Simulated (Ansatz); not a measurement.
**CeCo3B2 (database structure): how the settings move a single-point run**

Aim: see which settings change the result for CeCo3B2 (database structure), by how much, and at what cost.

Computed with Ansatz 0.2.0 (reference: DFT r2SCAN, plane waves, PAW, scalar-relativistic, no spin polarisation, unless a step's input says otherwise).

1 further run of the same task is left out (set aside as unsound or not needed).

## Step 1: The structure to begin with

The structure is hexagonal, space group P6/mmm (No. 191). The conventional cell has a = 5.061 Å, b = 5.061 Å, c = 3.038 Å, α = 90.00°, β = 90.00°, γ = 120.00°. Co (site symmetry mmm) has 4 B at 2.11 Å as nearest neighbours. Around B (site symmetry -6m2) lie 6 Co at 2.11 Å and 3 Ce at 2.92 Å. Ce (site symmetry 6/mmm) is surrounded by 6 B at 2.92 Å and 12 Co at 2.95 Å and 2 Ce at 3.04 Å.

Structure file:

```cif
data_structure
_symmetry_space_group_name_H-M 'P6/mmm'
_symmetry_Int_Tables_number 191
_cell_length_a 5.0610
_cell_length_b 5.0610
_cell_length_c 3.0380
_cell_angle_alpha 90.000
_cell_angle_beta 90.000
_cell_angle_gamma 120.000
_cell_volume 67.39
loop_
_atom_site_label
_atom_site_type_symbol
_atom_site_symmetry_multiplicity
_atom_site_Wyckoff_symbol
_atom_site_fract_x
_atom_site_fract_y
_atom_site_fract_z
_atom_site_occupancy
Co1 Co 3 g 0.50000 0.00000 0.50000 1
B1 B 2 c 0.33333 0.66667 0.00000 1
Ce1 Ce 1 a 0.00000 0.00000 0.00000 1
```

## Step 2: Baseline

File input.yaml:

```yaml
crystal:
  lattice:
    - [5.061, 0.0, 0.0]
    - [-2.5305, 4.38295, 0.0]
    - [0.0, 0.0, 3.038]
  atoms:
    - { symbol: Co, position: [0.5, 0.0, 0.5] }
    - { symbol: Co, position: [0.5, 0.5, 0.5] }
    - { symbol: Co, position: [0.0, 0.5, 0.5] }
    - { symbol: B, position: [0.3333, 0.6667, 0.0] }
    - { symbol: B, position: [0.6666, 0.3333, 0.0] }
    - { symbol: Ce, position: [0.0, 0.0, 0.0] }
  symmetry: { tolerance: 0.0003 }
kpoints:
  mp_grid: { grid: [4, 4, 6], shift: [0, 0, 0] }
magnetization:
  spin_polarized: false
scf:
  occupations: { method: fermi_dirac }
hamiltonian:
  pseudopotentials: { kind: paw }
  xc: r2scan
basis:
  ecutwfc: 500
output:
  forces: true
  stress: true
  eigenvalues: true
```

Launch:

```sh
$ ansatz run input.yaml --threads 1 --pin off --max-ram 2560MiB --backend cpu --events-out ev --progress --plain --runs-dir out
```

## Step 3: Changing settings: preconditioner ldos, dispersion d4, accuracy high

Edit input.yaml of step 2 so:

```diff
@@ -19,2 +19,3 @@
   occupations: { method: fermi_dirac }
+  mixing: { preconditioner: ldos }
 hamiltonian:
@@ -22,2 +23,3 @@
   xc: r2scan
+  dispersion: d4
 basis:
@@ -28 +30,6 @@
   eigenvalues: true
+  write_density: true
+  write_potential: true
+  elf: true
+  volumetric_format: npy
+accuracy: high
```

## Step 4: Changing settings: occupations.method methfessel_paxton, occupations.width 0.3

Edit input.yaml of step 2 so:

```diff
@@ -18,3 +18,3 @@
 scf:
-  occupations: { method: fermi_dirac }
+  occupations: { method: methfessel_paxton, width: 0.3 }
 hamiltonian:
```

## Step 5: Variant: preconditioner resta

Edit input.yaml of step 2 so:

```diff
@@ -19,2 +19,3 @@
   occupations: { method: fermi_dirac }
+  mixing: { preconditioner: resta }
 hamiltonian:
@@ -28 +29,5 @@
   eigenvalues: true
+  write_density: true
+  write_potential: true
+  elf: true
+  volumetric_format: npy
```

Q: Predict the outcome of this session. Wanted: for each run, ending; energy change; pressure; gap; force.

The runs gave:

| run | ending | energy change | pressure (GPa) | gap (eV) | force (eV/Å) | cycles | time |
| --- | --- | --- | --- | --- | --- | --- | --- |
| reference | converged | 0 | -7.3 | 0.00 | 0.00 | 18 | 20 s |
| 1: preconditioner ldos, dispersion d4, accuracy high | converged | -140.7 meV/atom (offset of the dispersion model) | -9.2 | 0.00 | 0.00 | 30 | 37 s |
| 2: occupations.method methfessel_paxton, occupations.width 0.3 | converged | -1.2 meV/atom (σ→0) | -7.6 | 0.00 | 0.00 | 20 | 16 s |
| 3: preconditioner resta | converged | 0.0 meV/atom | -7.3 | 0.00 | 0.00 | 22 | 24 s |

Times don't compare one to one where runs were asked for different outputs or read a saved state (see the inputs); cycles may leave out searches for a lower state.

Residual by cycle in the longest SCF loop of each run; runs are numbered as in the table. The quantity is the density residual dr2, in eV.

| cycle | reference | run 1 | run 2 | run 3 |
| --- | --- | --- | --- | --- |
| 1 | 9.4 | 8.97 | 18.2 | 9.4 |
| 4 | 0.108 | 0.0493 | 5.4 | 0.445 |
| 6 | 0.0242 | 0.0137 | 10.1 | 0.00657 |
| 9 | 0.00384 | 0.00101 | 0.00934 | 0.0324 |
| 12 | 6.0e-5 | 3.1e-5 | 7.1e-4 | 9.9e-5 |
| 14 | 1.8e-6 | 1.2e-5 | 7.1e-5 | 3.8e-4 |
| 17 | 1.3e-7 | 3.0e-8 | 1.1e-7 | 4.2e-7 |
| 19 | - | 1.3e-9 | - | 5.9e-8 |
| 22 | - | 5.1e-10 | - | 2.2e-9 |
| 25 | - | 6.4e-10 | - | - |
| 27 | - | 2.7e-11 | - | - |
| 30 | - | 3.4e-12 | - | - |

What this shows: The reference has no spin polarisation; with Ce and Co present, a magnetic state may lie lower.

Caveats on the reference run: its f shells have neither a U nor exact exchange and are poorly placed; its mesh is coarse for a cell with so small a gap or none.
